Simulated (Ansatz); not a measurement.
# C3H6Si: the cost of one run

All numbers below are computed with Ansatz 0.2.0 (RKS B3LYP/def2-SVP).

### Step 1. The starting structure

Bond lengths: C1–C2 1.482 Å, C2–C3 1.340 Å, C2–Si4 1.865 Å, C3–Si4 1.859 Å, C1–H5 1.091 Å, C1–H6 1.091 Å, C1–H7 1.089 Å, C3–H8 1.076 Å, Si4–H9 1.456 Å, Si4–H10 1.456 Å. Angles (14 of 18 angles, heavy atoms first): C1–C2–C3 137.9°, C1–C2–Si4 153.4°, C3–C2–Si4 68.7°, C2–C3–Si4 69.2°, C2–Si4–C3 42.2°, C2–C1–H5 110.0°, C2–C1–H6 110.0°, C2–C1–H7 111.6°, C2–C3–H8 136.4°, Si4–C3–H8 154.4°, C2–Si4–H9 120.6°, C2–Si4–H10 120.6°, C3–Si4–H9 120.8°, C3–Si4–H10 120.7°.

Structure file:

```xyz
10

C    -0.8267    0.8565   -1.0546
C    -0.0999    0.0013   -0.0871
C    -0.1549   -1.2596    0.3641
Si    1.2231   -0.3224    1.1868
H    -0.7704    0.4205   -2.0527
H    -1.8797    0.9205   -0.7779
H    -0.4127    1.8626   -1.0890
H    -0.7642   -2.1271    0.1806
H     1.0783    0.1743    2.5480
H     2.6071   -0.5266    0.7819
```

### Step 2. Relaxing end A

File input.yaml:

```yaml
crystal:
  periodic: [false, false, false]
  atoms:
    - { symbol: C, position_ang: [-0.82674, 0.85646, -1.05464] }
    - { symbol: C, position_ang: [-0.09986, 0.00126, -0.08709] }
    - { symbol: C, position_ang: [-0.15494, -1.25958, 0.36407] }
    - { symbol: Si, position_ang: [1.22315, -0.32237, 1.18683] }
    - { symbol: H, position_ang: [-0.77037, 0.4205, -2.05271] }
    - { symbol: H, position_ang: [-1.87973, 0.92052, -0.77791] }
    - { symbol: H, position_ang: [-0.41267, 1.86263, -1.08901] }
    - { symbol: H, position_ang: [-0.76421, -2.12712, 0.18057] }
    - { symbol: H, position_ang: [1.07829, 0.17434, 2.54798] }
    - { symbol: H, position_ang: [2.60708, -0.52664, 0.7819] }
basis:
  gaussian: { orbitals: def2-SVP }
hamiltonian:
  xc: b3lyp
relax:
  f_tol: 0.015
  max_steps: 40
output:
  orbitals: {}
```

Command:

```
ansatz run input.yaml --threads 1 --pin off --max-ram 2048MiB --backend cpu --events-out ev --progress --plain --runs-dir out
```

**Question.** How long does this run take on 1 thread of an x86-64 CPU, shared host, and how much memory does it need?

About 38 s, with a peak of 0.19 GiB.
